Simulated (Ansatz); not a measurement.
# CCl₃F₃Sn: a ladder of functionals and wavefunction methods

Aim: compute CCl₃F₃Sn with functionals from several rungs and with coupled cluster, and see how far each lands from CCSD(T) at the basis-set limit for the atomisation energy.

Method: functionals in def2-TZVPP, the program's frozen cores in correlated methods; program: Ansatz 0.2.0, Gaussian basis.

The runs, in order: LDA (SPW92), PBE-D4, revPBE-D4, BLYP-D4, r2SCAN-D4, B97M-V, PBE0-D4, B3LYP-D4, r2SCANh-D4, r2SCAN0-D4, HSE06-D4, BHLYP-D4, CAM-B3LYP-D4, LC-ωPBE, ωB97X-V, ωB97M-V, B2PLYP, PBE-QIDH; CCSD(T)/def2-SVP; CCSD(T)/def2-TZVPP; MP2/def2-QZVPP; extrapolation to the limit; RPA on PBE.

**1. Structure used throughout**

An earlier PBE0-D4 in a triple-zeta def2 set relaxation fixed the geometry. Sn takes the def2 core potential; no spin-orbit term is included.

SMILES `F[C](F)(F)[Sn]([Cl])([Cl])[Cl]`, 8 atoms, charge 0, spin multiplicity 1.

Atoms are counted from 1 here; the program's logs count them from 0.

Bond lengths: F1–C2 1.332 Å, C2–F3 1.332 Å, C2–F4 1.333 Å, C2–Sn5 2.209 Å, Sn5–Cl6 2.294 Å, Sn5–Cl7 2.294 Å, Sn5–Cl8 2.294 Å. Angles: F1–C2–F3 108.2°, F1–C2–F4 108.2°, F1–C2–Sn5 110.8°, F3–C2–F4 108.2°, F3–C2–Sn5 110.7°, F4–C2–Sn5 110.6°, C2–Sn5–Cl6 109.8°, C2–Sn5–Cl7 109.7°, C2–Sn5–Cl8 109.7°, Cl6–Sn5–Cl7 109.2°, Cl6–Sn5–Cl8 109.2°, Cl7–Sn5–Cl8 109.2°.

**2. LDA**

This LDA is Slater exchange with PW92 correlation.

The input, in.yaml:

```yaml
crystal:
  periodic: [false, false, false]
  atoms:
    - {symbol: F, position_ang: [-1.221912, -1.655134, 0.409954]}
    - {symbol: C, position_ang: [-0.676255, -0.524279, 0.855565]}
    - {symbol: F, position_ang: [-1.659556, 0.293943, 1.228270]}
    - {symbol: F, position_ang: [0.056641, -0.811216, 1.930824]}
    - {symbol: Sn, position_ang: [0.569934, 0.413028, -0.709023]}
    - {symbol: Cl, position_ang: [-0.727230, 0.934701, -2.527801]}
    - {symbol: Cl, position_ang: [1.525657, 2.330737, 0.110759]}
    - {symbol: Cl, position_ang: [2.224819, -1.038779, -1.354449]}
basis:
  gaussian: {orbitals: def2-TZVPP}
hamiltonian: {xc: lda}
output: {orbitals: {seedname: orbitals}}
```

Command:

```
$ ansatz run in.yaml --threads 2 --pin off --events-out ev --progress --plain --max-ram 31744MiB --backend cuda --devices 0, --max-vram 18GiB
```

The runs that follow: PBE-D4 (GGA); revPBE-D4 (GGA); BLYP-D4 (GGA); r2SCAN-D4 (meta-GGA); B97M-V (meta-GGA); B3LYP-D4 (hybrid); r2SCANh-D4 (hybrid); r2SCAN0-D4 (hybrid); HSE06-D4 (hybrid); BHLYP-D4 (hybrid); CAM-B3LYP-D4 (range-separated); LC-ωPBE (range-separated); ωB97X-V (range-separated); ωB97M-V (range-separated); B2PLYP (double hybrid); PBE-QIDH (double hybrid); CCSD(T) in def2-SVP; CCSD(T) in def2-TZVPP; MP2 in def2-QZVPP; RPA on PBE orbitals.

Q: Predict the results of all the runs planned. Wanted: atomisation energy, CCSD(T)/CBS; farthest beyond LDA; mean size of error, GGA; mean size of error, meta-GGA; mean size of error, hybrid; mean size of error, range-separated; mean size of error, double hybrid; gap, smallest and largest; T1 diagnostic.

**Answer**, as computed:

| quantity | value |
| --- | --- |
| atomisation energy, CCSD(T)/CBS | 27.676 eV |
| functionals within 0.277 eV (1.0 %) | revPBE-D4, r2SCAN-D4, PBE0-D4, r2SCANh-D4, HSE06-D4, LC-ωPBE, ωB97X-V, ωB97M-V |
| farthest beyond LDA | BHLYP-D4 (-2.155 eV) |
| mean size of error, GGA | 0.528 eV |
| mean size of error, meta-GGA | 0.309 eV |
| mean size of error, hybrid | 0.674 eV |
| mean size of error, range-separated | 0.172 eV |
| mean size of error, double hybrid | 0.602 eV |
| gap, smallest and largest | 4.26 eV (LDA (SPW92)), 11.53 eV (LC-ωPBE) |
| T1 diagnostic | 0.0124 |
| triples share of the correlation energy | 3.6 % |

LDA overbinds by 6.193 eV (22 %). PBE-D4 is off by +1.264 eV. Double hybrids carry the basis error of their MP2 part in triple zeta, and no dispersion term here, so their miss is partly the set-up's. By mean error the best rung here is range-separated (0.172 eV) and the worst beyond LDA is hybrid (0.674 eV). The gap between the best rungs is small, so their order is not settled. The mean of the hybrids holds BHLYP, with half exact exchange. RPA and LDA stand outside this count. The reference freezes the cores and leaves out spin-orbit coupling and excitations past (T), and its outer-core shells are covered unevenly, so misses under about 0.277 eV can't be ranked. All levels share the lack of spin-orbit coupling, which lowers the free heavy atoms and so the true binding. Hartree-Fock recovers 65 % of the binding; the rest is correlation. CCSD(T) in def2-SVP is off by -2.420 eV, more than most functionals: a good method in a small basis is no reference. The gap grows from 4.3 to 11.5 eV across the functionals, mostly with the share of exact exchange. Correlated methods include outer-core shells of Sn, which these sets cover unevenly.
